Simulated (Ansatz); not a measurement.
**C3H12GaN: basis-set convergence**

Aim: see how fast density functionals converge with the basis set for C3H12GaN.

Method: one geometry, several basis sets; program: Ansatz 0.2.0, Gaussian basis.

The runs, in order: PBE0-D4/def2-SVP; ωB97M-V/def2-SVP; PBE0-D4/def2-QZVPP; ωB97M-V/def2-QZVPP; the functionals' def2-TZVPP values are taken from earlier runs.

### Step 1. Structure used throughout

The geometry comes from an earlier relaxation with PBE0-D4 in a triple-zeta def2 set; it is a stationary point, not always the lowest conformer.

SMILES `C[NH2+][GaH-]([CH3])[CH3]`, 17 atoms, charge 0, spin multiplicity 1.

Atoms are counted from 1 here; the program's logs count them from 0.

Bond lengths: C1–N2 1.465 Å, C1–H6 1.093 Å, C1–H7 1.090 Å, C1–H8 1.090 Å, N2–Ga3 2.160 Å, N2–H9 1.014 Å, N2–H10 1.014 Å, Ga3–C4 1.994 Å, Ga3–C5 1.994 Å, Ga3–H11 1.594 Å, C4–H12 1.094 Å, C4–H13 1.094 Å, C4–H14 1.094 Å, C5–H15 1.094 Å, C5–H16 1.094 Å, C5–H17 1.094 Å. Angles: N2–C1–H6 112.8°, N2–C1–H7 108.9°, N2–C1–H8 108.9°, H6–C1–H7 109.1°, H6–C1–H8 109.1°, H7–C1–H8 108.0°, C1–N2–Ga3 114.9°, C1–N2–H9 110.8°, C1–N2–H10 110.8°, Ga3–N2–H9 106.7°, Ga3–N2–H10 106.7°, H9–N2–H10 106.6°, N2–Ga3–C4 100.0°, N2–Ga3–C5 100.0°, N2–Ga3–H11 96.4°, C4–Ga3–C5 118.2°, C4–Ga3–H11 117.4°, C5–Ga3–H11 117.4° and more.

As a file:

```mol
C3H12GaN
  3D, bonds by distance, orders not assigned

 17 16  0  0  0  0  0  0  0  0999 V2000
    0.6517    1.4337   -1.1936 C   0  0
    1.1803    0.8729    0.0521 N   0  0
   -0.0071   -0.7126    0.9122 Ga  0  0
    0.0618   -2.0421   -0.5717 C   0  0
   -1.7171    0.2639    1.2230 C   0  0
    1.2787    2.2325   -1.5983 H   0  0
    0.5693    0.6366   -1.9318 H   0  0
   -0.3481    1.8250   -1.0075 H   0  0
    1.2647    1.5912    0.7629 H   0  0
    2.1107    0.4952   -0.0894 H   0  0
    0.9307   -0.9714    2.1744 H   0  0
   -0.3667   -2.9923   -0.2402 H   0  0
    1.0861   -2.2537   -0.8933 H   0  0
   -0.5116   -1.7214   -1.4461 H   0  0
   -2.2326    0.5098    0.2902 H   0  0
   -2.3992   -0.3578    1.8100 H   0  0
   -1.5707    1.1900    1.7871 H   0  0
  1  2  8  0
  2  3  8  0
  3  4  8  0
  3  5  8  0
  1  6  8  0
  1  7  8  0
  1  8  8  0
  2  9  8  0
  2 10  8  0
  3 11  8  0
  4 12  8  0
  4 13  8  0
  4 14  8  0
  5 15  8  0
  5 16  8  0
  5 17  8  0
M  END
```

### Step 2. PBE0-D4 in def2-SVP

in.yaml

```yaml
crystal:
  periodic: [false, false, false]
  atoms:
    - {symbol: C, position_ang: [0.651720, 1.433702, -1.193558]}
    - {symbol: N, position_ang: [1.180286, 0.872936, 0.052067]}
    - {symbol: Ga, position_ang: [-0.007072, -0.712555, 0.912214]}
    - {symbol: C, position_ang: [0.061838, -2.042095, -0.571658]}
    - {symbol: C, position_ang: [-1.717123, 0.263894, 1.222985]}
    - {symbol: H, position_ang: [1.278726, 2.232494, -1.598309]}
    - {symbol: H, position_ang: [0.569297, 0.636557, -1.931842]}
    - {symbol: H, position_ang: [-0.348076, 1.824991, -1.007546]}
    - {symbol: H, position_ang: [1.264697, 1.591207, 0.762939]}
    - {symbol: H, position_ang: [2.110715, 0.495241, -0.089442]}
    - {symbol: H, position_ang: [0.930685, -0.971402, 2.174401]}
    - {symbol: H, position_ang: [-0.366694, -2.992262, -0.240156]}
    - {symbol: H, position_ang: [1.086113, -2.253722, -0.893257]}
    - {symbol: H, position_ang: [-0.511600, -1.721412, -1.446126]}
    - {symbol: H, position_ang: [-2.232624, 0.509770, 0.290158]}
    - {symbol: H, position_ang: [-2.399221, -0.357759, 1.810047]}
    - {symbol: H, position_ang: [-1.570669, 1.190014, 1.787083]}
basis:
  gaussian: {orbitals: def2-SVP}
hamiltonian: {xc: pbe0, dispersion: d4}
output: {orbitals: {seedname: orbitals}}
```

On the command line:

```bash
$ ansatz run in.yaml --threads 8 --pin off --events-out ev --progress --plain --max-ram 18278MiB
```

Further steps of the session: ωB97M-V in def2-SVP; PBE0-D4 in def2-QZVPP; ωB97M-V in def2-QZVPP.

**Question.** What will the summary of the whole plan be? Wanted: PBE0-D4: double and triple zeta above quadruple; ωB97M-V: double and triple zeta above quadruple.

The runs gave:

| quantity | value |
| --- | --- |
| PBE0-D4: double and triple zeta above quadruple | 13.58, 1.47 eV |
| ωB97M-V: double and triple zeta above quadruple | 13.86, 1.43 eV |

**Reading.** For PBE0-D4 the step from double to triple zeta gains 12.11 eV and the next only 1.47 eV. These are total energies; as a rule much of such shifts cancels in differences, which this series doesn't test. The LUMO of ωB97M-V is positive and keeps falling with the basis (2.46 to 1.07 eV): an unbound level that the basis holds in place.
